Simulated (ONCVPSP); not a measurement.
# Fluorine: generating and testing an ONCV potential

Do these settings give a usable potential? It is generated, then checked for transferability, scattering, ghosts and hardness.

Program: ONCVPSP 4.0.1.1 (patched build). Reference atom: PBE, scalar-relativistic, spherical and spin-unpolarised. All values are calculated.

## Step 1: Starting point

The settings as typed:

| Item | Value |
| --- | --- |
| element | fluorine (F, Z = 9) |
| type | optimised norm-conserving Vanderbilt (ONCV) |
| frozen core | [He] |
| valence charge | 7 |
| reference configuration | 2s2 2p5 |
| partial waves | 2s: rc 0.85 bohr, ncon 4, nbas 8, qcut 6.6 1/bohr, 2 projectors, debl 3.2 Ha; 2p: rc 1.45 bohr, ncon 3, nbas 7, qcut 12 1/bohr, 1 projector; d scattering state at 0.38 Ha: rc 1.55 bohr, ncon 3, nbas 6, qcut 5.9 1/bohr, 3 projectors, debl 0.7 Ha |
| local potential | polynomial inside 0.65 bohr (lpopt 5, dvloc0 4 Ha) |
| core correction | Teter function, fcfact 3.75, rcfact 1.35 |

## Step 2: Generating the potential

F.dat reads:

```
# ATOM AND REFERENCE CONFIGURATION
# atsym  z   nc   nv     iexc    psfile
  F 9.00    1    2        4      upf
#
#   n    l    f
    1    0    2.00
    2    0    2.00
    2    1    5.00
#
# PSEUDOPOTENTIAL AND OPTIMIZATION
# lmax
    2
#
#   l,   rc,      ep,       ncon, nbas, qcut
    0    0.85    0.00    4    8    6.60
    1    1.45    0.00    3    7   12.00
    2    1.55    0.38    3    6    5.90
#
# LOCAL POTENTIAL
# lloc, lpopt,  rc(5),   dvloc0
    4    5    0.65    4.00
#
# VANDERBILT-KLEINMAN-BYLANDER PROJECTORs
# l, nproj, debl
    0    2    3.20
    1    1    2.50
    2    3    0.70
#
# MODEL CORE CHARGE
# icmod, fcfact, rcfact
    3    3.75    1.35
#
# LOG DERIVATIVE ANALYSIS
# epsh1, epsh2, depsh
   -3.00    5.00    0.02
#
# OUTPUT GRID
# rlmax, drl
    6.00    0.01
#
# TEST CONFIGURATIONS
# ncnf
    4
# nvcnf
#   n    l    f
    2
    2    0    2.00
    2    1    4.00
#
    2
    2    0    2.00
    2    1    3.00
#
    2
    2    0    2.00
    2    1    2.00
#
    2
    2    0    1.00
    2    1    5.00
#
```

On the command line:

```bash
$ oncvpsp.x < F.dat > F.out
```

What does the calculation give? Wanted: cutoffs for 1 and 0.1 mHa per electron, occupied waves; bound ghosts; GHOST(+) flags; largest test error; largest phase difference near zero energy, channels read; rms error of d²Exc/dn², without and with the model core.

**Answer**, as computed:

| quantity | value |
| --- | --- |
| cutoffs for 1 and 0.1 mHa per electron, occupied waves | 199 Ha and 245 Ha |
| bound ghosts | none found |
| GHOST(+) flags | none at low energy (1 near or above the test basis's cutoff) |
| largest test error (AE − PS) | +691 meV, for 2s2 2p2 |
| largest phase difference near zero energy, channels read | 0.004 rad |
| rms error of d²Exc/dn², without and with the model core | 1.35 and 1.96 mHa |

**Reading.** By total energies transferability is poor: the largest error is 691 meV on 118.4 eV, for 2s2 2p2. That test lies far up in energy; among those under 40 eV, nearer to bonding, the largest error is 51 meV. It counts as very hard, with 199 Ha needed at the looser tolerance. At the looser tolerance the 2s wave is the slowest; 2p needs 40 Ha. It is free of bound ghosts as far as tested. Near zero energy the phases of the channels with partial waves agree within 0.004 rad.
